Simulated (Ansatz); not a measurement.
# GaH₃ (triplet): correlated methods under varied settings at scale of all distances = 1.775

What do other methods and options give for GaH₃ (triplet) at this geometry, and how long do they take?

The runs use Ansatz 0.2.0, Gaussian basis; the settings change from run to run.

13 further runs of the same task are left out: 10 that didn't finish, 3 set aside as unsound or not needed.

### 1 The system

The geometry derives from a PBE0/def2-TZVP stationary point (not a proven minimum). All distances are scaled together. No spin-orbit coupling is included. The filled d shell of Ga may be among the frozen orbitals whatever the setting's name suggests; the logs give the count.

4 atoms, charge 0, spin multiplicity 3.

Atoms are counted from 1 here; the program's logs count them from 0.

No contacts short enough for the rule that draws bonds.

Coordinates:

```xyz
4
charge 0, multiplicity 3
Ga    0.0000    0.0492   -0.0811
H     0.0000   -2.6227   -0.9611
H     0.7196   -0.3908    3.2858
H    -0.7196   -0.3908    3.2858
```

### 2 MP2 on UHF/6-31G

in.yaml reads:

```yaml
crystal:
  periodic: [false, false, false]
  atoms:
    - {symbol: Ga, position_ang: [0.000000, 0.049214, -0.081108]}
    - {symbol: H, position_ang: [0.000000, -2.622738, -0.961114]}
    - {symbol: H, position_ang: [0.719617, -0.390780, 3.285846]}
    - {symbol: H, position_ang: [-0.719617, -0.390780, 3.285846]}
basis:
  gaussian: {orbitals: 6-31G}
magnetization: {spin_polarized: true, initial_magnetization: 2}
correlation: {method: mp2, electrons: outside_noble_gas}
scf: {lower_state_search: off}
```

Launch:

```sh
> ansatz run in.yaml --threads 1 --pin off --events-out ev --progress --plain --max-ram 2393MiB
```

Output:

```text
Functional definition: HF
  name "HF"
  cite "Fock, Z. Phys. 61, 126 (1930) doi:10.1007/BF01340294"
  parent pbe
  exchange = exact_x
  correlation = 0
these checks for a lower state are left out or cut short: stability, starts, cluster_reference, orbital_swaps, neighbouring_geometries, increment
356 factors; integrals over basis functions are off by at most 5.9e-4 eV
mean field evaluation 1: about -52362.9684 eV, gradient 7.1e0 eV
mean field evaluation 2: about -52362.9940 eV, gradient 7.1e0 eV
mean field evaluation 4: about -52364.8417 eV, gradient 2.5e0 eV
mean field evaluation 8: about -52365.7072 eV, gradient 4.9e-1 eV
mean field evaluation 16: about -52365.7267 eV, gradient 4.5e-3 eV
mean field -52366.08807639 eV, -1924.4182417980 hartree, gradient 3.7e-6 eV, S^2 2.500315; 0 other end points of the search recorded, 0 dependent functions left out
14 core orbitals not correlated: weight in the atoms' cores, before any rotation towards them, 1.000 or more for the frozen orbitals, at most 0.000 for the correlated occupied ones
reference -52366.08807639 eV, -1924.4182417980 hartree; 4, 2 occupied and 17, 19 virtual orbitals, 356 factors
second order -0.72145248 eV of doubles, -0.00000000 eV of singles
Total energy: -52366.80952887 eV, -1924.4447546877 hartree
Checks for a lower state left out: stability, starts, cluster_reference, orbital_swaps, neighbouring_geometries, increment
```

It took 0.3 s on 1 thread of Arm Neoverse V2, shared host.

From the report: ⟨S²⟩ of the determinant 2.500 (pure triplet: 2.00). The determinant is far from a pure spin state, so its energy mixes those of several spin states (harmless only where they are near-degenerate, as at dissociation).

### 3 BCCD on UHF/def2-SVP

Changes to in.yaml since step 2:

```diff
@@ -8,5 +8,6 @@
 basis:
-  gaussian: {orbitals: 6-31G}
+  gaussian: {orbitals: def2-SVP}
 magnetization: {spin_polarized: true, initial_magnetization: 2}
-correlation: {method: mp2, electrons: outside_noble_gas}
+correlation: {method: bccd, electrons: outside_noble_gas}
 scf: {lower_state_search: off}
+output: {forces: true}
```

Same command.

Output, shortened:

```text
Functional definition: HF
  name "HF"
  cite "Fock, Z. Phys. 61, 126 (1930) doi:10.1007/BF01340294"
  parent pbe
[...]
475 factors; integrals over basis functions are off by at most 1.2e-3 eV
[...]
mean field -52368.31243846 eV, -1924.4999855962 hartree, gradient 3.8e-6 eV, S^2 2.496595; 0 other end points of the search recorded, 0 dependent functions left out
14 core orbitals not correlated: weight in the atoms' cores, before any rotation towards them, 1.000 or more for the frozen orbitals, at most 0.000 for the correlated occupied ones
reference -52368.31243846 eV, -1924.4999855962 hartree; 4, 2 occupied and 29, 31 virtual orbitals, 475 factors
second order -1.16931773 eV of doubles, -0.00000000 eV of singles
cycle   1  -1.55923136 eV  change   -3.9e-1 eV  update   7.6e-2
[...]
cycle  37  -2.39324086 eV  change    7.4e-8 eV  update   6.0e-8
[...]
Total energy: -52370.70567932 eV, -1924.5879355757 hartree
Atom 0 at     0.000000     0.049214    -0.081108 Å, force     0.000075    -0.055760     0.039564 eV/Å
Atom 1 at     0.000000    -2.622738    -0.961114 Å, force    -0.000009     0.049723     0.018298 eV/Å
Atom 2 at     0.719617    -0.390780     3.285846 Å, force    -3.740188     0.003054    -0.029081 eV/Å
Atom 3 at    -0.719617    -0.390780     3.285846 Å, force     3.740122     0.002982    -0.028781 eV/Å
Dipole moment:    -0.000014    -0.014007    -0.001286 e Å
Checks for a lower state left out: starts, cluster_reference, orbital_swaps, neighbouring_geometries, increment
```

It took 2.4 s on 1 thread of Arm Neoverse V2, shared host.

From the report: ⟨S²⟩ of the determinant 2.497 (pure triplet: 2.00); correlation -2.3932 eV; largest double amplitude 0.17.

### 4 MP2 on ROHF/6-31G

Changes to in.yaml since step 3:

```diff
@@ -8,6 +8,5 @@
 basis:
-  gaussian: {orbitals: def2-SVP}
-magnetization: {spin_polarized: true, initial_magnetization: 2}
-correlation: {method: bccd, electrons: outside_noble_gas}
-scf: {lower_state_search: off}
+  gaussian: {orbitals: 6-31G}
+magnetization: {spin_polarized: false, initial_magnetization: 2}
+correlation: {method: mp2, electrons: all}
 output: {forces: true}
```

Launched as before.

Output, shortened:

```text
Functional definition: HF
  name "HF"
  cite "Fock, Z. Phys. 61, 126 (1930) doi:10.1007/BF01340294"
  parent pbe
[...]
356 factors; integrals over basis functions are off by at most 5.9e-4 eV
[...]
mean field -52365.70823901 eV, -1924.4042830317 hartree, gradient 2.2e-6 eV, S^2 2.000000; 13 other end points of the search recorded, 0 dependent functions left out
unrestricted determinant -52366.08807639 eV, -1924.4182417978 hartree, S^2 2.5003
reference -52365.70823901 eV, -1924.4042830317 hartree; 18, 16 occupied and 17, 19 virtual orbitals, 356 factors
second order -7.17178139 eV of doubles, -0.00913240 eV of singles
[...]
Total energy: -52372.88915279 eV, -1924.6681767458 hartree
Atom 0 at     0.000000     0.049214    -0.081108 Å, force     0.000000     0.013412     0.100134 eV/Å
Atom 1 at     0.000000    -2.622738    -0.961114 Å, force    -0.000000    -0.023419    -0.004588 eV/Å
Atom 2 at     0.719617    -0.390780     3.285846 Å, force    -4.339836     0.005003    -0.047774 eV/Å
Atom 3 at    -0.719617    -0.390780     3.285846 Å, force     4.339836     0.005003    -0.047773 eV/Å
Dipole moment:     0.000000    -0.026322    -0.000898 e Å
```

Wall time 1.2 s (1 thread of Arm Neoverse V2, shared host).

### 5 CASCI(4,8)/cc-pVDZ

Changes to in.yaml since step 4:

```diff
@@ -8,5 +8,6 @@
 basis:
-  gaussian: {orbitals: 6-31G}
+  gaussian: {orbitals: cc-pVDZ}
 magnetization: {spin_polarized: false, initial_magnetization: 2}
-correlation: {method: mp2, electrons: all}
-output: {forces: true}
+hamiltonian: {pseudopotentials: {relativity: none}}
+correlation: {active_space: {window: {electrons: 4, orbitals: 8}, fixed_orbitals: true, states: [{multiplicity: 3, weights: [0.5, 0.5, 0.5]}], root: 0}}
+scf: {lower_state_search: full}
```

Same command.

Output, shortened:

```text
Functional definition: HF
  name "HF"
  cite "Fock, Z. Phys. 61, 126 (1930) doi:10.1007/BF01340294"
  parent pbe
[...]
777 factors; integrals over basis functions are off by at most 1.3e-7 eV
[...]
mean field -52373.84186062 eV, -1924.7031881126 hartree, gradient 2.5e-6 eV, S^2 2.000000; 17 other end points of the search recorded, 0 dependent functions left out
reference -52373.84186062 eV, -1924.7031881126 hartree; 18, 16 occupied and 24, 26 virtual orbitals, 777 factors
state -52374.22299328 eV, -1924.7171944798 hartree
state -52373.78164989 eV, -1924.7009754093 hartree
state -52373.44594256 eV, -1924.6886383924 hartree
Total energy: -52374.22299328 eV, -1924.7171944798 hartree
```

Run time: 2.1 s. Hardware: 1 thread of Arm Neoverse V2, shared host.

From the report: 390 determinants; active occupations (of the averaged states) 1.96, 1.00, 0.35, 0.34, 0.34, 0.01, 0.00, 0.00.

### 6 CCSD(T) on UHF/cc-pVDZ

in.yaml reads:

```yaml
crystal:
  periodic: [false, false, false]
  atoms:
    - {symbol: Ga, position_ang: [0.000000, 0.049214, -0.081108]}
    - {symbol: H, position_ang: [0.000000, -2.622738, -0.961114]}
    - {symbol: H, position_ang: [0.719617, -0.390780, 3.285846]}
    - {symbol: H, position_ang: [-0.719617, -0.390780, 3.285846]}
basis:
  gaussian: {orbitals: cc-pVDZ}
magnetization: {spin_polarized: true, initial_magnetization: 2}
correlation: {method: ccsd_t, electrons: outside_noble_gas}
scf: {lower_state_search: off}
```

Launched as before.

Output, shortened:

```text
Functional definition: HF
  name "HF"
  cite "Fock, Z. Phys. 61, 126 (1930) doi:10.1007/BF01340294"
  parent pbe
[...]
457 factors; integrals over basis functions are off by at most 6.3e-4 eV
[...]
mean field -52373.92725652 eV, -1924.7063263541 hartree, gradient 3.2e-6 eV, S^2 2.016268; 0 other end points of the search recorded, 0 dependent functions left out
14 core orbitals not correlated: weight in the atoms' cores, before any rotation towards them, 1.000 or more for the frozen orbitals, at most 0.000 for the correlated occupied ones
reference -52373.92725652 eV, -1924.7063263541 hartree; 4, 2 occupied and 24, 26 virtual orbitals, 457 factors
second order -1.76968658 eV of doubles, -0.00000000 eV of singles
cycle   1  -2.30209486 eV  change   -5.3e-1 eV  update   8.7e-2
[...]
cycle  14  -2.73626826 eV  change   -3.0e-6 eV  update   4.0e-6
perturbative correction -0.02134147 eV, -0.0007842846 hartree
Total energy: -52376.68486625 eV, -1924.8076666424 hartree
Checks for a lower state left out: stability, starts, cluster_reference, orbital_swaps, neighbouring_geometries, increment
```

It took 0.51 s on 1 thread of Arm Neoverse V2, shared host.

From the report: ⟨S²⟩ of the determinant 2.016 (pure triplet: 2.00); correlation -2.7576 eV; T1 0.018; largest double amplitude 0.18.

### 7 CCSD(T)/cc-pVDZ

Changes to in.yaml since step 6:

```diff
@@ -9,4 +9,5 @@
   gaussian: {orbitals: cc-pVDZ}
-magnetization: {spin_polarized: true, initial_magnetization: 2}
-correlation: {method: ccsd_t, electrons: outside_noble_gas}
-scf: {lower_state_search: off}
+magnetization: {spin_polarized: false, initial_magnetization: 2}
+hamiltonian: {xc: {name: r2SCAN}}
+correlation: {method: ccsd_t, electrons: valence}
+scf: {lower_state_search: full}
```

Launched as before.

Output, shortened:

```text
Functional definition: r2SCAN
  name "r2SCAN"
  cite "Furness, Kaplan, Ning, Perdew & Sun, J. Phys. Chem. Lett. 11, 8208 (2020) doi:10.1021/acs.jpclett.0c02405"
  cite "Furness, Kaplan, Ning, Perdew & Sun, J. Phys. Chem. Lett. 11, 9248 (2020) doi:10.1021/acs.jpclett.0c03077"
  parent r2scan
[...]
457 factors; integrals over basis functions are off by at most 6.3e-4 eV
[...]
mean field -52418.16389469 eV, -1926.3319928221 hartree, gradient 2.9e-6 eV, S^2 2.000000; 14 other end points of the search recorded, 0 dependent functions left out
[...]
9 core orbitals not correlated: weight in the atoms' cores, before any rotation towards them, 1.000 or more for the frozen orbitals, at most 0.000 for the correlated occupied ones
reference -52373.24975944 eV, -1924.6814287956 hartree; 9, 7 occupied and 24, 26 virtual orbitals, 457 factors
second order -2.47164007 eV of doubles, -0.47508610 eV of singles
cycle   1  -3.34025123 eV  change   -4.1e-1 eV  update   1.0e-1
[...]
cycle  13  -3.84033964 eV  change   -1.6e-5 eV  update   1.8e-5
perturbative correction -0.08120340 eV, -0.0029841699 hartree
Total energy: -52377.17130247 eV, -1924.8255428440 hartree
```

It took 14 s on 1 thread of Arm Neoverse V2, shared host.

From the report: correlation -3.9215 eV; T1 0.050; largest double amplitude 0.13. The orbitals are Kohn-Sham ones, so correlation energy and T1 don't compare with those on Hartree-Fock orbitals.

### 8 NEVPT2(4,5)/cc-pVDZ

Changes to in.yaml since step 7:

```diff
@@ -8,6 +8,5 @@
 basis:
-  gaussian: {orbitals: cc-pVDZ}
+  gaussian: {orbitals: cc-pVDZ, fitting: {mean_field: def2-universal-jkfit}}
 magnetization: {spin_polarized: false, initial_magnetization: 2}
-hamiltonian: {xc: {name: r2SCAN}}
-correlation: {method: ccsd_t, electrons: valence}
-scf: {lower_state_search: full}
+correlation: {method: sc_nevpt2, electrons: outside_noble_gas, active_space: {window: {electrons: 4, orbitals: 5}}}
+scf: {lower_state_search: off}
```

Same command.

Output, shortened:

```text
Functional definition: HF
  name "HF"
  cite "Fock, Z. Phys. 61, 126 (1930) doi:10.1007/BF01340294"
  parent pbe
[...]
320 factors; integrals over basis functions are off by at most 5.9e-1 eV
[...]
mean field -52373.84215510 eV, -1924.7031989348 hartree, gradient 2.4e-6 eV, S^2 2.000000; 0 other end points of the search recorded, 0 dependent functions left out
reference -52373.84215510 eV, -1924.7031989348 hartree; 18, 16 occupied and 24, 26 virtual orbitals, 320 factors
state -52374.46866302 eV, -1924.7262226762 hartree
state -52374.46866302 eV, -1924.7262226762 hartree; corrected -52375.90161798 eV, -1924.7788827996 hartree
Total energy: -52375.90161798 eV, -1924.7788827996 hartree
Checks for a lower state left out: stability, starts, cluster_reference, orbital_swaps, neighbouring_geometries, increment
```

Wall time 0.75 s (1 thread of Arm Neoverse V2, shared host).

From the report: 48 determinants; active occupations 1.93, 1.00, 1.00, 0.04, 0.04.

### 9 BCCD(T) on ROHF/def2-mTZVP

in.yaml reads:

```yaml
crystal:
  periodic: [false, false, false]
  atoms:
    - {symbol: Ga, position_ang: [0.000000, 0.049214, -0.081108]}
    - {symbol: H, position_ang: [0.000000, -2.622738, -0.961114]}
    - {symbol: H, position_ang: [0.719617, -0.390780, 3.285846]}
    - {symbol: H, position_ang: [-0.719617, -0.390780, 3.285846]}
basis:
  gaussian: {orbitals: def2-mTZVP}
magnetization: {spin_polarized: false, initial_magnetization: 2}
correlation: {method: bccd_t, electrons: valence, diis_vectors: 2}
```

Same command.

Output, shortened:

```text
Functional definition: HF
  name "HF"
  cite "Fock, Z. Phys. 61, 126 (1930) doi:10.1007/BF01340294"
  parent pbe
[...]
440 factors; integrals over basis functions are off by at most 4.7e-4 eV
[...]
mean field -52374.59581090 eV, -1924.7308952747 hartree, gradient 1.7e-6 eV, S^2 2.000000; 14 other end points of the search recorded, 0 dependent functions left out
[...]
determinant -52374.59581090 eV, -1924.7308952747 hartree, with singles and doubles -52380.53262067 eV, -1924.9490690095 hartree
determinant -52374.34948572 eV, -1924.7218429911 hartree, with singles and doubles -52380.35027187 eV, -1924.9423678146 hartree
determinant -52374.04662057 eV, -1924.7107129023 hartree, with singles and doubles -52380.01438342 eV, -1924.9300241419 hartree
determinant -52373.13783954 eV, -1924.6773158153 hartree, with singles and doubles -52378.42434051 eV, -1924.8715911425 hartree
[...]
determinant -52374.04662057 eV, -1924.7107129023 hartree, with singles and doubles -52380.01391856 eV, -1924.9300070584 hartree
[...]
determinant -52374.47302745 eV, -1924.7263830659 hartree, with singles and doubles -52380.52597963 eV, -1924.9488249557 hartree
determinant -52374.47302745 eV, -1924.7263830659 hartree, with singles and doubles -52380.53282022 eV, -1924.9490763427 hartree
unrestricted determinant -52375.06035577 eV, -1924.7479669836 hartree, S^2 2.5190
9 core orbitals not correlated: weight in the atoms' cores, before any rotation towards them, 1.000 or more for the frozen orbitals, at most 0.000 for the correlated occupied ones
reference -52374.59581090 eV, -1924.7308952747 hartree; 9, 7 occupied and 27, 29 virtual orbitals, 440 factors
second order -5.06868874 eV of doubles, -0.04938789 eV of singles
cycle   1  -5.91524838 eV  change    2.1e-2 eV  update   7.1e-3
[...]
cycle  10  -5.90652275 eV  change    1.4e-5 eV  update   1.1e-5
perturbative correction -0.22763828 eV, -0.0083655524 hartree
Total energy: -52380.72997193 eV, -1924.9563215345 hartree
```

Wall time 9.5 s (1 thread of Arm Neoverse V2, shared host).

From the report: correlation -6.1342 eV; largest double amplitude 0.17.

### 10 CCSDT on ROHF/cc-pVDZ

Changes to in.yaml since step 9:

```diff
@@ -8,4 +8,7 @@
 basis:
-  gaussian: {orbitals: def2-mTZVP}
+  gaussian: {orbitals: cc-pVDZ}
 magnetization: {spin_polarized: false, initial_magnetization: 2}
-correlation: {method: bccd_t, electrons: valence, diis_vectors: 2}
+correlation: {method: ccsdt, electrons: outside_noble_gas}
+accuracy: high
+scf: {lower_state_search: off}
+output: {forces: true}
```

The command is unchanged.

Output, shortened:

```text
Functional definition: HF
  name "HF"
  cite "Fock, Z. Phys. 61, 126 (1930) doi:10.1007/BF01340294"
  parent pbe
[...]
795 factors; integrals over basis functions are off by at most 4.4e-9 eV
[...]
mean field -52373.84186064 eV, -1924.7031881133 hartree, gradient 1.4e-8 eV, S^2 2.000000; 0 other end points of the search recorded, 0 dependent functions left out
14 core orbitals not correlated: weight in the atoms' cores, before any rotation towards them, 1.000 or more for the frozen orbitals, at most 0.000 for the correlated occupied ones
reference -52373.84186064 eV, -1924.7031881133 hartree; 4, 2 occupied and 24, 26 virtual orbitals, 795 factors
second order -1.80380283 eV of doubles, -0.04711825 eV of singles
cycle   1  -2.39274171 eV  change   -5.4e-1 eV  update   8.8e-2
[...]
cycle  37  -2.84899098 eV  change  -4.4e-11 eV  update  5.6e-10
[...]
Total energy: -52376.69085161 eV, -1924.8078866006 hartree
Atom 0 at     0.000000     0.049214    -0.081108 Å, force     0.000000    -0.067457     0.062791 eV/Å
Atom 1 at     0.000000    -2.622738    -0.961114 Å, force    -0.000000     0.057871     0.020735 eV/Å
Atom 2 at     0.719617    -0.390780     3.285846 Å, force    -3.725969     0.004793    -0.041763 eV/Å
Atom 3 at    -0.719617    -0.390780     3.285846 Å, force     3.725969     0.004793    -0.041763 eV/Å
Dipole moment:     0.000000    -0.013515    -0.010559 e Å
Checks for a lower state left out: starts, cluster_reference, orbital_swaps, neighbouring_geometries, increment
```

It took 17 s on 1 thread of Arm Neoverse V2, shared host.

From the report: correlation -2.8490 eV; T1 0.025; largest double amplitude 0.17.

### 11 All runs side by side

Where basis and cores are those of an earlier FCI/cc-pVDZ run (-52376.6912 eV), and the state is the same kind, the miss against it is given.

```csv
level,correlated,functions,energy (eV),from FCI (meV),time
MP2 on UHF/6-31G,outside noble gas,35,-52366.8095,,0.3 s
BCCD on UHF/def2-SVP,outside noble gas,47,-52370.7057,,2.4 s
MP2 on ROHF/6-31G,all,35,-52372.8892,,1.2 s
"CASCI(4,8)/cc-pVDZ (lowest root of an average)",,42,-52374.2230,,2.1 s
CCSD(T) on UHF/cc-pVDZ,outside noble gas,42,-52376.6849,6.3,0.51 s
CCSD(T)/cc-pVDZ (on r2SCAN orbitals),valence,42,-52377.1713,,14 s
"NEVPT2(4,5)/cc-pVDZ",outside noble gas,42,-52375.9016,789.6,0.75 s
BCCD(T) on ROHF/def2-mTZVP,valence,45,-52380.7300,,9.5 s
CCSDT on ROHF/cc-pVDZ,outside noble gas,42,-52376.6909,0.4,17 s
```

### 12 Results

| quantity | value |
| --- | --- |
| runs | 9 |
| quickest | MP2 on UHF/6-31G, 0.3 s |
| slowest | CCSDT on ROHF/cc-pVDZ, 17 s |

Total energies in different bases, with other cores or another treatment of relativity can't be set against each other. CCSDT on ROHF/cc-pVDZ took 55 times as long as MP2 on UHF/6-31G; the jobs differ in more than the method. Among the correlated runs with a miss given, it spans +0 to +790 meV.
